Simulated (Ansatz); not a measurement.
**CH₆SSn: small, medium and large basis sets**

One table from this session's results is given with a row withheld; the runs are named, their logs left out.

Method: one geometry, several basis sets; program: Ansatz 0.2.0, Gaussian basis.

Levels to be run: PBE0-D4/def2-SVP; ωB97M-V/def2-SVP; PBE0-D4/def2-QZVPP; ωB97M-V/def2-QZVPP; the functionals' def2-TZVPP values are taken from earlier runs.

## The geometry

The geometry comes from an earlier relaxation with PBE0-D4 in a triple-zeta def2 set; it is a stationary point, not always the lowest conformer. Sn takes the def2 core potential; no spin-orbit term is included.

9 atoms, charge 0, spin multiplicity 1.

Atoms are counted from 1 here; the program's logs count them from 0.

Bond lengths: C1–S2 1.817 Å, C1–H4 1.090 Å, C1–H5 1.090 Å, C1–H6 1.090 Å, S2–Sn3 2.394 Å, Sn3–H7 1.709 Å, Sn3–H8 1.701 Å, Sn3–H9 1.709 Å. Angles: S2–C1–H4 106.6°, S2–C1–H5 111.6°, S2–C1–H6 111.6°, H4–C1–H5 108.6°, H4–C1–H6 108.6°, H5–C1–H6 109.9°, C1–S2–Sn3 99.5°, S2–Sn3–H7 108.9°, S2–Sn3–H8 106.7°, S2–Sn3–H9 108.9°, H7–Sn3–H8 111.5°, H7–Sn3–H9 109.2°, H8–Sn3–H9 111.5°.

Set-up of the first run:

in.yaml

```yaml
crystal:
  periodic: [false, false, false]
  atoms:
    - {symbol: C, position_ang: [-0.754120, 1.047799, -0.988663]}
    - {symbol: S, position_ang: [-0.671177, -0.767019, -0.982153]}
    - {symbol: Sn, position_ang: [0.734126, -1.093562, 0.928576]}
    - {symbol: H, position_ang: [-1.380678, 1.327011, -1.835974]}
    - {symbol: H, position_ang: [0.231615, 1.493643, -1.124221]}
    - {symbol: H, position_ang: [-1.212481, 1.431548, -0.076836]}
    - {symbol: H, position_ang: [2.224690, -0.301288, 0.660554]}
    - {symbol: H, position_ang: [0.942263, -2.773284, 1.102558]}
    - {symbol: H, position_ang: [-0.025837, -0.411047, 2.298960]}
basis:
  gaussian: {orbitals: def2-SVP}
hamiltonian: {xc: pbe0, dispersion: d4}
output: {orbitals: {seedname: orbitals}}
```

Among the steps run: PBE0-D4 in def2-SVP; ωB97M-V in def2-SVP; PBE0-D4 in def2-QZVPP; ωB97M-V in def2-QZVPP.

One of the session's tables, all rows but one given; the rest of the session is left out.

It belongs to the step «Functionals by basis». 

```
functional       basis  HOMO (eV)  LUMO (eV)
   PBE0-D4    def2-SVP      -6.60      -0.14
   PBE0-D4  def2-TZVPP      -6.72      -0.43
   PBE0-D4  def2-QZVPP          ?          ?
   ωB97M-V    def2-SVP      -8.75       1.67
   ωB97M-V  def2-TZVPP      -8.90       1.13
   ωB97M-V  def2-QZVPP      -8.94       0.87
```

Estimate the missing values for PBE0-D4, def2-QZVPP.

As computed: HOMO (eV): -6.75; LUMO (eV): -0.52. In the column «HOMO (eV)» it lies between ωB97M-V, def2-SVP (-8.75) and PBE0-D4, def2-TZVPP (-6.72).
